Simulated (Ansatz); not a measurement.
# InBr2F: up Jacob's ladder to CCSD(T)

An exercise on one series of results from a longer session: the logs are not shown, and one member is left open.

The runs use Ansatz 0.2.0, Gaussian basis; functionals in def2-TZVPP, the program's frozen cores in correlated methods.

Levels to be run: LDA (SPW92), PBE-D4, revPBE-D4, BLYP-D4, r2SCAN-D4, B97M-V, PBE0-D4, B3LYP-D4, r2SCANh-D4, r2SCAN0-D4, HSE06-D4, BHLYP-D4, CAM-B3LYP-D4, LC-ωPBE, ωB97X-V, ωB97M-V, B2PLYP, PBE-QIDH; CCSD(T)/def2-SVP; CCSD(T)/def2-TZVPP; MP2/def2-QZVPP; extrapolation to the limit; RPA on PBE.

### The relaxed structure

The geometry comes from an earlier relaxation with PBE0-D4 in a triple-zeta def2 set; it is a stationary point. In takes the def2 core potential; no spin-orbit term is included.

SMILES `[F][In]([Br])[Br]`, 4 atoms, charge 0, spin multiplicity 1.

Atoms are counted from 1 here; the program's logs count them from 0.

Bond lengths: F1–In2 1.930 Å, In2–Br3 2.426 Å, In2–Br4 2.426 Å. Angles: F1–In2–Br3 117.1°, F1–In2–Br4 117.1°, Br3–In2–Br4 125.8°.

Set-up of the first run:

Contents of in.yaml:

```yaml
crystal:
  periodic: [false, false, false]
  atoms:
    - {symbol: F, position_ang: [0.420829, 1.188999, 1.538492]}
    - {symbol: In, position_ang: [0.028082, 0.026896, 0.048734]}
    - {symbol: Br, position_ang: [1.203505, -2.093348, -0.037700]}
    - {symbol: Br, position_ang: [-1.596815, 0.817152, -1.569826]}
basis:
  gaussian: {orbitals: def2-TZVPP}
hamiltonian: {xc: lda}
output: {orbitals: {seedname: orbitals}}
```

Steps of the session up to this table: LDA; PBE-D4 (GGA); revPBE-D4 (GGA); BLYP-D4 (GGA); r2SCAN-D4 (meta-GGA); B97M-V (meta-GGA); PBE0-D4 (hybrid); B3LYP-D4 (hybrid); r2SCANh-D4 (hybrid); r2SCAN0-D4 (hybrid); HSE06-D4 (hybrid); BHLYP-D4 (hybrid); CAM-B3LYP-D4 (range-separated); LC-ωPBE-D4 (range-separated; the results give it without D4); ωB97X-V (range-separated); ωB97M-V (range-separated); B2PLYP (double hybrid); PBE-QIDH (double hybrid).

One table of the session follows, with a row left open; its other results are not shown here.

It belongs to the step «Orbital energies across the functionals». 

```
  functional  HOMO (eV)  LUMO (eV)  gap (eV)
 LDA (SPW92)      -7.87      -4.24      3.63
      PBE-D4      -7.68      -3.89      3.79
   revPBE-D4      -7.62      -3.76      3.86
     BLYP-D4      -7.50      -3.84      3.66
   r2SCAN-D4      -8.03      -3.71      4.32
      B97M-V      -8.07      -3.70      4.38
     PBE0-D4      -8.99      -3.05      5.94
    B3LYP-D4      -8.71      -3.36      5.35
  r2SCANh-D4          ?          ?         ?
  r2SCAN0-D4      -9.22      -2.95      6.27
    HSE06-D4      -8.59      -3.41      5.18
    BHLYP-D4     -10.11      -2.20      7.92
CAM-B3LYP-D4     -10.31      -2.13      8.18
     LC-ωPBE     -11.70      -0.84     10.86
     ωB97X-V     -11.33      -0.99     10.34
     ωB97M-V     -11.19      -1.11     10.08
```

Q: Estimate the row for r2SCANh-D4 from the others.

Worked estimate for «HOMO (eV)». Against the share of exact exchange, r2SCAN-D4 (0, -8.03), r2SCAN0-D4 (0.25, -9.22) give a slope of -4.76 per unit share; at 0.1 the line stands at -8.51.

As computed: HOMO (eV): -8.51; LUMO (eV): -3.41; gap (eV): 5.10. In «HOMO (eV)» the line misses by 0.00.
